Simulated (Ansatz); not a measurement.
**C3H11BOS: one species, many methods**

An exercise on one series of results from a longer session: the logs are not shown, and one member is left open.

Method: functionals in def2-TZVPP, the program's frozen cores in correlated methods; program: Ansatz 0.2.0, Gaussian basis.

The runs, in order: LDA (SPW92), PBE-D4, revPBE-D4, BLYP-D4, r2SCAN-D4, B97M-V, PBE0-D4, B3LYP-D4, r2SCANh-D4, r2SCAN0-D4, HSE06-D4, BHLYP-D4, CAM-B3LYP-D4, LC-ωPBE, ωB97X-V, ωB97M-V, B2PLYP, PBE-QIDH; CCSD(T)/def2-SVP; MP2/def2-TZVPP; MP2/def2-QZVPP; RPA on PBE.

## Structure used throughout

All runs share one geometry, relaxed beforehand with PBE0-D4 in a triple-zeta def2 set.

17 atoms, charge 0, spin multiplicity 1.

Atoms are counted from 1 here; the program's logs count them from 0.

Bond lengths: C1–O2 1.412 Å, C1–H7 1.093 Å, C1–H8 1.090 Å, C1–H9 1.094 Å, O2–B3 1.365 Å, B3–C4 1.573 Å, B3–C5 1.569 Å, C4–H10 1.091 Å, C4–H11 1.097 Å, C4–H12 1.095 Å, C5–H13 1.096 Å, C5–H14 1.095 Å, C5–H15 1.092 Å, S6–H16 1.341 Å, S6–H17 1.344 Å. Angles: O2–C1–H7 111.4°, O2–C1–H8 107.8°, O2–C1–H9 111.2°, H7–C1–H8 108.8°, H7–C1–H9 108.7°, H8–C1–H9 108.9°, C1–O2–B3 122.0°, O2–B3–C4 121.2°, O2–B3–C5 116.1°, C4–B3–C5 122.7°, B3–C4–H10 112.8°, B3–C4–H11 109.6°, B3–C4–H12 112.5°, H10–C4–H11 107.5°, H10–C4–H12 108.1°, H11–C4–H12 106.0°, B3–C5–H13 109.8°, B3–C5–H14 110.7° and more.

Coordinates:

```
C    -0.7968   -1.5243   -1.2122
O    -0.8837   -0.2035   -0.7206
B    -0.4149    0.1408    0.5140
C     0.2358   -0.9286    1.4662
C    -0.5541    1.6533    0.9072
S     2.1869    1.0320   -1.9920
H    -1.3344   -2.2263   -0.5692
H    -1.2487   -1.5410   -2.2043
H     0.2453   -1.8484   -1.2910
H     0.4661   -0.5304    2.4554
H     1.1758   -1.2875    1.0288
H    -0.3949   -1.8146    1.5938
H    -1.2244    1.7531    1.7691
H     0.4082    2.0569    1.2405
H    -0.9416    2.2796    0.1016
H     2.2049    2.0758   -1.1496
H     0.8517    0.9127   -1.8972
```

Set-up of the first run:

Contents of in.yaml:

```yaml
crystal:
  periodic: [false, false, false]
  atoms:
    - {symbol: C, position_ang: [-0.796791, -1.524295, -1.212217]}
    - {symbol: O, position_ang: [-0.883725, -0.203456, -0.720647]}
    - {symbol: B, position_ang: [-0.414908, 0.140789, 0.514048]}
    - {symbol: C, position_ang: [0.235816, -0.928604, 1.466158]}
    - {symbol: C, position_ang: [-0.554055, 1.653291, 0.907236]}
    - {symbol: S, position_ang: [2.186912, 1.032020, -1.991998]}
    - {symbol: H, position_ang: [-1.334449, -2.226339, -0.569235]}
    - {symbol: H, position_ang: [-1.248698, -1.541007, -2.204343]}
    - {symbol: H, position_ang: [0.245264, -1.848424, -1.291041]}
    - {symbol: H, position_ang: [0.466068, -0.530360, 2.455352]}
    - {symbol: H, position_ang: [1.175809, -1.287491, 1.028805]}
    - {symbol: H, position_ang: [-0.394937, -1.814641, 1.593773]}
    - {symbol: H, position_ang: [-1.224353, 1.753137, 1.769113]}
    - {symbol: H, position_ang: [0.408249, 2.056939, 1.240489]}
    - {symbol: H, position_ang: [-0.941632, 2.279559, 0.101562]}
    - {symbol: H, position_ang: [2.204865, 2.075757, -1.149617]}
    - {symbol: H, position_ang: [0.851668, 0.912727, -1.897240]}
basis:
  gaussian: {orbitals: def2-TZVPP}
hamiltonian: {xc: lda}
output: {orbitals: {seedname: orbitals}}
```

The run is started by

```bash
> ansatz run in.yaml --threads 4 --pin off --events-out ev --progress --plain --max-ram 11315MiB
```

Among the steps run: LDA; PBE-D4 (GGA); revPBE-D4 (GGA); BLYP-D4 (GGA); r2SCAN-D4 (meta-GGA); B97M-V (meta-GGA); B3LYP-D4 (hybrid); r2SCANh-D4 (hybrid); r2SCAN0-D4 (hybrid); HSE06-D4 (hybrid); BHLYP-D4 (hybrid); CAM-B3LYP-D4 (range-separated); LC-ωPBE (range-separated); ωB97X-V (range-separated); ωB97M-V (range-separated); B2PLYP (double hybrid); PBE-QIDH (double hybrid).

One of the session's tables, all rows but one given; the rest of the session is left out.

It belongs to the step «Frontier levels by functional». 

| functional | HOMO (eV) | LUMO (eV) | gap (eV) |
| --- | --- | --- | --- |
| LDA (SPW92) | -6.21 | -0.79 | 5.42 |
| PBE-D4 | -6.10 | -0.54 | 5.56 |
| revPBE-D4 | -6.05 | -0.43 | 5.61 |
| BLYP-D4 | -5.94 | -0.42 | 5.51 |
| r2SCAN-D4 | -6.39 | -0.14 | 6.25 |
| B97M-V | -6.48 | -0.24 | 6.24 |
| PBE0-D4 | -7.37 | 0.42 | 7.79 |
| B3LYP-D4 | -7.12 | 0.14 | 7.26 |
| r2SCANh-D4 | -6.86 | 0.21 | 7.07 |
| r2SCAN0-D4 | -7.56 | 0.71 | 8.27 |
| HSE06-D4 | -6.96 | 0.04 | 7.01 |
| BHLYP-D4 | -8.50 | 1.12 | 9.63 |
| CAM-B3LYP-D4 | -8.74 | 1.27 | 10.02 |
| LC-ωPBE | -10.20 | 2.54 | 12.74 |
| ωB97X-V | -9.82 | 2.31 | 12.13 |
| ωB97M-V | ? | ? | ? |

**Question.** Estimate the row for ωB97M-V.

**Answer.** HOMO (eV): -9.64; LUMO (eV): 1.91; gap (eV): 11.55. In the column «HOMO (eV)» it lies between ωB97X-V (-9.82) and CAM-B3LYP-D4 (-8.74).
